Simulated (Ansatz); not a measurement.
# H₅NOSi + NH₃ + HF: a complex and its separated parts

The complex below is one end of an elementary step. How strongly is it bound against its free parts?

Computed with Ansatz 0.2.0, Gaussian basis. Level: PBE0-D4/def2-TZVP structures, single points in def2-TZVPP, no counterpoise correction.

Levels: SPW92, PBE-D4, BLYP-D4, r2SCAN-D4, B97M-V, PBE0-D4, B3LYP-D4, r2SCAN0-D4, BHLYP-D4, CAM-B3LYP-D4, wB97X-V, wB97M-V, B2PLYP, PBE-QIDH, RPA on PBE, Hartree-Fock, MP2, CCSD, CCSD(T).

Cores are frozen in the correlated methods. B3LYP uses VWN-RPA correlation. B2PLYP carries no dispersion term here.

113 further runs of the same task are left out: 113 set aside as unsound or not needed.

## (1) Where the work starts

The complex: 14 atoms, charge 0, spin multiplicity 1.

Atoms are counted from 1 here; the program's logs count them from 0.

Bond lengths: Si1–H3 1.483 Å, Si1–H4 1.483 Å, Si1–N5 1.747 Å, Si1–O7 1.697 Å, N2–H8 1.018 Å, N2–H10 1.014 Å, N2–H11 1.013 Å, N5–H12 1.006 Å, N5–H13 1.007 Å, H6–F9 0.962 Å, O7–H14 0.963 Å. Angles: H3–Si1–H4 120.8°, H3–Si1–N5 100.5°, H3–Si1–O7 115.0°, H4–Si1–N5 102.9°, H4–Si1–O7 113.4°, N5–Si1–O7 99.7°, H8–N2–H10 107.2°, H8–N2–H11 108.9°, H10–N2–H11 107.9°, Si1–N5–H12 120.4°, Si1–N5–H13 121.4°, H12–N5–H13 110.9°, Si1–O7–H14 107.3°.

Coordinates:

```xyz
14
FH9N2OSi
Si   -0.4594    0.2665   -0.5866
N     0.4080   -1.7736    0.1860
H     0.0463   -0.3282   -1.8477
H    -1.6445   -0.3021    0.0991
N    -1.0485    1.8041   -1.1717
H     1.0944    0.1398    1.8288
O     0.7418    0.8077    0.4831
H     0.5076   -1.7721    1.1987
F     1.2577   -0.4138    2.5990
H     1.3271   -1.9480   -0.2045
H    -0.1960   -2.5412   -0.0825
H    -0.9056    2.0733   -2.1308
H    -1.8883    2.2189   -0.8028
H     0.7594    1.7687    0.4321
```

Its parts: H₅NOSi holds atoms 1, 3, 4, 5, 7, 12, 13, 14; NH₃ holds atoms 2, 8, 10, 11; HF holds atoms 6, 9. Each part counts its atoms afresh in its own runs.

## (2) Relaxing H₅NOSi alone

relax-a/in.yaml reads:

```yaml
crystal:
  periodic: [false, false, false]
  atoms:
    - {symbol: Si, position_ang: [-0.459380, 0.266522, -0.586617]}
    - {symbol: H, position_ang: [0.046346, -0.328223, -1.847729]}
    - {symbol: H, position_ang: [-1.644520, -0.302143, 0.099052]}
    - {symbol: N, position_ang: [-1.048462, 1.804117, -1.171741]}
    - {symbol: O, position_ang: [0.741775, 0.807738, 0.483067]}
    - {symbol: H, position_ang: [-0.905643, 2.073292, -2.130835]}
    - {symbol: H, position_ang: [-1.888349, 2.218853, -0.802799]}
    - {symbol: H, position_ang: [0.759417, 1.768739, 0.432084]}
basis:
  gaussian: {orbitals: def2-TZVP}
hamiltonian: {xc: pbe0, dispersion: d4}
relax: {f_tol: 0.005, max_steps: 200}
```

Run with:

```
$ ansatz run in.yaml --threads 8 --pin off --events-out ev --progress --plain --max-ram 19148MiB
```

After this run come: Relaxing NH₃ alone; Relaxing HF alone; SPW92/def2-TZVPP; PBE-D4/def2-TZVPP; BLYP-D4/def2-TZVPP; r2SCAN-D4/def2-TZVPP; B97M-V/def2-TZVPP; PBE0-D4/def2-TZVPP; B3LYP-D4/def2-TZVPP; r2SCAN0-D4/def2-TZVPP; BHLYP-D4/def2-TZVPP; CAM-B3LYP-D4/def2-TZVPP; wB97X-V/def2-TZVPP; wB97M-V/def2-TZVPP; B2PLYP/def2-TZVPP; PBE-QIDH/def2-TZVPP; RPA on PBE/def2-TZVPP; CCSD(T)/def2-TZVPP; Vibrations of H₅NOSi; Vibrations of NH₃; Vibrations of HF.

**Question.** What will these runs give? Wanted: complex less parts, CCSD(T)/def2-TZVPP; with zero-point energy; largest T1 diagnostic.

As calculated:

```
                              quantity         value
complex less parts, CCSD(T)/def2-TZVPP  -60.3 kJ/mol
                with zero-point energy  -38.2 kJ/mol
                 largest T1 diagnostic         0.011
```

**Reading.** At CCSD(T) the complex lies 60.3 kJ/mol below its parts. BHLYP-D4 is the best functional here (-1.1 kJ/mol from CCSD(T)); SPW92 is the worst (-65.2 kJ/mol). By rung, the mean size of the error is: LDA 65.2, GGA 11.5, meta-GGA 7.8, hybrid 6.6, range-separated hybrid 7.8, double hybrid 5.1 kJ/mol. PBE-D4 gives a relative energy 17.8 kJ/mol too low, outside chemical accuracy (1 kcal/mol, 4.2 kJ/mol). No counterpoise was applied, and triple zeta lacks some correlation, so the CCSD(T) reference has a basis error of its own, and close matches with it are partly luck.
